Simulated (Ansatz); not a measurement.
# Ge₂F (quartet): the correlation ladder, cc-pVDZ

An exercise on one series of results from a longer session: the logs are not shown, and one member is left open.

Program: Ansatz 0.2.0, Gaussian basis. Level of theory: cc-pVDZ, core rule «outside noble gas», up to 29 orbitals frozen. These are calculated values, not measurements.

The runs, in order: UHF; CCSD(T) on ROHF; CCSD(T) on UHF; BCCD(T) on ROHF; CISD; CCSDT(Q) on ROHF; CCSDT(Q) on UHF; CASSCF and MRCISD+Q, 13 electrons in 11 orbitals; CASSCF and NEVPT2, 13 electrons in 11 orbitals.

24 further runs of the same task are left out: 2 for a known fault of the program, 11 that didn't finish, 11 set aside as unsound or not needed.

**The geometry**

The geometry is a PBE0/def2-TZVP stationary point (not a proven minimum) of the parent state, kept for this charge and spin. No spin-orbit coupling is included. The filled d shell of Ge may be among the frozen orbitals whatever the setting's name suggests; the logs give the count.

3 atoms, charge 0, spin multiplicity 4.

Atoms are counted from 1 here; the program's logs count them from 0.

Bond lengths: F1–Ge2 2.007 Å, F1–Ge3 2.007 Å, Ge2–Ge3 2.411 Å. Angles: Ge2–F1–Ge3 73.8°, F1–Ge2–Ge3 53.1°, F1–Ge3–Ge2 53.1°.

The first run:

in.yaml

```yaml
crystal:
  periodic: [false, false, false]
  atoms:
    - {symbol: F, position_ang: [0.000000, -1.419044, 0.000000]}
    - {symbol: Ge, position_ang: [0.000000, 0.185570, 1.205501]}
    - {symbol: Ge, position_ang: [0.000000, 0.185570, -1.205501]}
basis:
  gaussian: {orbitals: cc-pVDZ}
magnetization: {spin_polarized: true, initial_magnetization: 3}
hamiltonian: {xc: hf}
output: {orbitals: {seedname: orbitals}}
```

On the command line:

```bash
ansatz run in.yaml --threads 1 --pin off --events-out ev --progress --plain --max-ram 2393MiB
```

Among the steps run: UHF; CCSD(T) on ROHF; CCSD(T) on UHF; BCCD(T) on ROHF; CISD; CCSDT(Q) on ROHF; CCSDT(Q) on UHF; CASSCF and MRCISD+Q, 13 electrons in 11 orbitals; CASSCF and NEVPT2, 13 electrons in 11 orbitals.

One table of the session follows, with a row left open; its other results are not shown here.

| method | from UCCSDT(Q) (meV) |
| --- | --- |
| ROHF | +9427.7 |
| UHF | +9175.8 |
| RMP2 | +953.0 |
| UMP2 | +980.3 |
| RCCSD | +312.8 |
| UCCSD | +296.9 |
| RCCSD(T) | +65.7 |
| UCCSD(T) | ? |
| BCCD(T) | +59.8 |
| RCCSDT | +37.4 |
| UCCSDT | +24.6 |
| RCCSDT(Q) | +18.5 |
| UCCSDT(Q) | 0 |
| CASSCF valence | +7263.7 |
| NEVPT2 valence | +1343.0 |
| MRCISD valence | +737.6 |
| MRCISD+Q valence | +152.3 |

Q: Estimate the row for UCCSD(T) from the others.

**Answer.** from UCCSDT(Q) (meV): +54.5. In the column «from UCCSDT(Q) (meV)» it lies between RCCSDT (+37.4) and BCCD(T) (+59.8).

Not comparable, so not listed: CISD (they don't share determinant, frozen orbitals or solution with the rows shown, or repeat one).

Limits of these values: Restricted and unrestricted rows rest on different reference determinants; where their highest levels disagree by more than a few hundredths of an eV, they describe different states and don't form one ladder.
